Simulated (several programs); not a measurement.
# Bi₂Se₃ (tetradymite): methods side by side

Measured values to be reproduced:
- volume: 28.3 Å³ an atom (from the lattice constants; a, hexagonal setting; “Electronic Structure and Transport Properties of Bi2Te3 and Bi₂Se₃ Single Crystals”; 2023; pmc:10609277)

Tetradymite Bi₂Se₃, relaxed with r2SCAN+rVV10 in Ansatz, was computed with several methods. It is trigonal, R-3m (No. 166); a = 4.142 Å, c = 29.263 Å in the conventional setting, 28.99 Å³ an atom. Bi has 6 Se at 2.85–3.07 Å; Se has 3 Bi at 2.85 Å; Se has 6 Bi at 3.07 Å. The values are computed, spin-unpolarised.

```
Bi Se
1.0
     2.07118    1.19580    9.75432
    -2.07118    1.19580    9.75432
     0.00000   -2.39160    9.75432
Bi Se
2 3
Cartesian
  0.0000 0.0000 11.6860
  0.0000 0.0000 17.5770
  0.0000 0.0000 6.2658
  0.0000 0.0000 22.9972
  0.0000 0.0000 0.0000
```

Gaps and times are for a single point on this cell; volume and bulk modulus come from each method's own relaxation or energy curve at fixed shape, which is too stiff where a cell has free coordinates or axes. Times are rough, from shared hosts (AMD EPYC 7B13; AMD EPYC 7R13 Processor; Arm Neoverse V2), and each method has its own mesh and cell size. A double dagger marks a value from a curve with shape and coordinates held. Gaps from k meshes are read at a limited set of points (mesh, symmetry points, PBE's band edges), so each method's own least gap may be somewhat smaller. Minimal bases can be far off for gaps. Times of the plane-wave ladder aren't listed, since it ran on unlike processors and cards. Curves at held shape can't give the bulk modulus of a layered or molecular crystal, so none is listed. d marks a direct gap, i an indirect one (no mark: not told apart), a dash a value that wasn't computed or didn't pass its checks.

```csv
method,kind,gap (eV),own volume (Å³/atom),bulk modulus (GPa),atoms computed,processor time
PBE-D3(BJ),semilocal,–,28.20,–,5,–
r2SCAN+rVV10,semilocal,–,28.99,–,5,–
PBE-D4,semilocal,–,28.14,–,5,–
light PBE (260 eV and a coarse mesh),light plane-wave,0.39 d,–,–,5,2.7 s
PBE,semilocal,0.34 d,–,–,5,–
LDA,semilocal,0.22 d,–,–,5,–
r2SCAN,semilocal,0.62 d,–,–,5,–
PBE/SZV (CP2K),small basis,0.15 d,–,–,5,82 s
PBE/DZVP (CP2K),small basis,0.35 d,30.29‡,–,5,2.1 min
PBE+SOC,semilocal,0.20 d,–,–,5,–
HSE06,hybrid,0.79 d,–,–,5,–
PBE0,hybrid,1.35 d,–,–,5,–
r2SCANh,hybrid,0.98 d,–,–,5,–
DDH-PBE0,hybrid,0.54 d,–,–,5,–
```

Against HSE06 (0.79 eV) and with closed or daggered gaps left aside, the nearest gap at the points sampled is that of r2SCAN (-0.17 eV) and the farthest that of PBE/SZV (CP2K) (-0.64 eV). HSE06 is only a yardstick of convenience, and nearness to it can be luck.

Runs without a result: GLLB-SC (GPAW) (single point, out of time).

Comparison with experiment:
- Volume, measured 28.3 Å³ an atom: PBE-D3(BJ) -0.3 %, r2SCAN+rVV10 +2.4 %, PBE-D4 -0.6 %.
The calculations are for a static lattice; samples hold vibrations, temperature and, in optical gaps, excitons. A measured value is shown where most reports agree with it, and only for the quantities listed.

Only the rows marked +SOC include spin-orbit coupling.
